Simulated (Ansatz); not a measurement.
**NbRh: LAPW beside PAW**

The same cell of NbRh is computed with full-potential LAPW, frozen-core PAW and datasets made for this crystal, to set the results side by side.

Computed with Ansatz 0.2.0 (DFT PBEsol, scalar-relativistic, unless a step's input says otherwise).

## (1) The starting structure

Symmetry: P4/mmm, No. 123, tetragonal system. The conventional cell has a = 2.842 Å, b = 2.842 Å, c = 3.809 Å, α = 90.00°, β = 90.00°, γ = 90.00°. Nb (site symmetry 4/mmm) is surrounded by 8 Rh at 2.77 Å and 4 Nb at 2.84 Å. Rh (site symmetry 4/mmm) is surrounded by 8 Nb at 2.77 Å and 4 Rh at 2.84 Å.

Structure file:

```
CELL_PARAMETERS angstrom
2.84200 0.00000 0.00000
0.00000 2.84200 0.00000
0.00000 0.00000 3.80900
ATOMIC_POSITIONS crystal
Nb 0.00000 0.00000 0.00000
Rh 0.50000 0.50000 0.50000
```

Structure: COD 2310202, as refined from experiment and not relaxed.

Atoms are numbered in the order of the input: Nb1, Rh2.

## (2) Full-potential LAPW

The input, input.yaml:

```yaml
crystal:
  lattice:
    - [2.842, 0.0, 0.0]
    - [0.0, 2.842, 0.0]
    - [0.0, 0.0, 3.809]
  atoms:
    - { symbol: Nb, position: [0.0, 0.0, 0.0] }
    - { symbol: Rh, position: [0.5, 0.5, 0.5] }
kpoints:
  mp_grid: { grid: [14, 14, 11] }
  band_path:
    path:
      - [0.0, 0.0, 0.0]
      - [0.0, 0.5, 0.0]
      - [0.5, 0.5, 0.0]
      - [0.0, 0.0, 0.0]
      - [0.0, 0.0, 0.5]
      - [0.0, 0.5, 0.5]
      - [0.5, 0.5, 0.5]
      - [0.0, 0.0, 0.5]
      - [0.0, 0.5, 0.0]
    npoints: 14
scf:
  occupations: { method: fermi_dirac, width: 0.05 }
hamiltonian:
  xc: pbesol
  pseudopotentials: { kind: all_electron, lapw: { basis_error: 0.001 } }
output:
  forces: true
  stress: true
  eigenvalues: true
  populations: true
  dos: { projected: true, de: 0.2, e_range: [-14, 8] }
```

Launch:

```bash
> ansatz run input.yaml --threads 1 --pin off --max-ram 3072MiB --backend cpu --events-out ev --progress --plain --runs-dir out
```

## (3) Frozen-core PAW

input.yaml, as its differences from that of step 2:

```diff
@@ -26,3 +26,3 @@
   xc: pbesol
-  pseudopotentials: { kind: all_electron, lapw: { basis_error: 0.001 } }
+  pseudopotentials: { kind: paw }
 output:
@@ -31,3 +31,9 @@
   eigenvalues: true
+  efg: { contact_densities: true }
   populations: true
+  bader: true
   dos: { projected: true, de: 0.2, e_range: [-14, 8] }
+  write_density: true
+  write_potential: true
+  elf: true
+  volumetric_format: npy
```

## (4) Datasets made for this crystal

input.yaml, as its differences from that of step 3:

```diff
@@ -21,3 +21,3 @@
       - [0.0, 0.5, 0.0]
-    npoints: 14
+    npoints: 8
 scf:
@@ -26,3 +26,3 @@
   xc: pbesol
-  pseudopotentials: { kind: paw }
+  pseudopotentials: { kind: all_electron, datasets: crystal }
 output:
@@ -32,8 +32 @@
   efg: { contact_densities: true }
-  populations: true
-  bader: true
-  dos: { projected: true, de: 0.2, e_range: [-14, 8] }
-  write_density: true
-  write_potential: true
-  elf: true
-  volumetric_format: npy
```

(Steps that only read results are left out.)

Before running it: what results should come out? Wanted: pressure; gap; Bader charges.

**Answer**, as computed:

| quantity | value |
| --- | --- |
| pressure | LAPW -0.69, PAW -0.71, crystal datasets -0.69 GPa |
| gap (LAPW) | none |
| Bader charges (PAW) | Nb1 +0.96, Rh2 -0.96 e |

What this shows: At this geometry the cell is under tension of 0.7 GPa, so it would shrink if let go. There is no gap at this level; the crystal is a metal here. Within 0.3 eV of the Fermi level the largest projected share is Nb 4d (63 %). The projection holds only the free atom's occupied shells (Nb 5s, Nb 4d, Rh 5s, Rh 4d in this range). The field gradient at Rh2, the largest by crystal datasets, is 3.14 by PAW and 3.16 by crystal datasets (10²¹ V/m²), within 5 %. Spin–orbit coupling is left out, which moves gradients at and beside heavy atoms by some per cent and at worst by a factor of two. In pressure, PAW differs from LAPW by -0.01 GPa. The price, with the outputs that each input asks for: 84 s for LAPW against 20 s for PAW, about 4 to one.
